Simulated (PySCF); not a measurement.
# C6H9FO3S: the cost of one run

The runs use PySCF 2.14.0, with density-fitted response routines of our own; the level of theory stands in each step. All values are computed, except where a source is named. Atoms are numbered from 0 throughout.

**1. Starting geometry**

20 atoms, charge 0, multiplicity 1; geometry from: GFN2-xTB. The atoms were then displaced at random by about 0.01 Å, so the start is not that level's minimum.

Bonds of the start (Å): O0–S1 1.42, S1–O2 1.42, S1–O3 1.66, S1–C4 1.79, C4–C5 1.51, C5–C6 1.49, C6–C7 1.51, C7–C8 1.54, C8–C9 1.54, C9–F10 1.38, C6–C4 1.48, C9–C6 1.52, O3–H11 0.96, C4–H12 1.06, C5–H13 1.09, C5–H14 1.07, C7–H15 1.11, C7–H16 1.08, C8–H17 1.09, C8–H18 1.10, C9–H19 1.08.

**2. Relaxing the molecule at PBE0-D3(BJ)/def2-SVP**

The job: settings as JSON, then the geometry in Å.

```
{"job": {"xc": "PBE0", "basis": "def2-SVP", "d3": "d3bj", "grid": 1, "shake": 0.01, "kind": "geom"}, "charge": 0, "multiplicity": 1}
O      1.455380     0.118660     2.183560
S      1.870750    -0.556270     1.006690
O      1.763510    -1.974990     0.965530
O      3.453770    -0.134020     0.768250
C      1.122810     0.125960    -0.463910
C      0.450260     1.458260    -0.262940
C     -0.351960     0.207530    -0.366330
C     -1.232310    -0.407290     0.695530
C     -2.355610    -0.575830    -0.342160
C     -1.373460    -0.132360    -1.441420
F     -1.795640     0.939480    -2.195150
H      3.709530     0.480320     1.456730
H      1.614380    -0.134970    -1.364780
H      0.533210     1.899170     0.726660
H      0.435320     2.143340    -1.082390
H     -1.488640     0.252680     1.544670
H     -0.846790    -1.338420     1.081540
H     -3.182170     0.129940    -0.242220
H     -2.752680    -1.592450    -0.481430
H     -1.080680    -0.893350    -2.156350
```

The run is started by

```console
$ OMP_NUM_THREADS=1 python probes_run.py task.json out
```

This one command runs all jobs of the session in turn.

Q: Estimate the wall time and peak memory of this first job on 1 thread of Intel Xeon 6975P-C, shared host.

About 4.4 min, with a peak of 0.9 GiB.
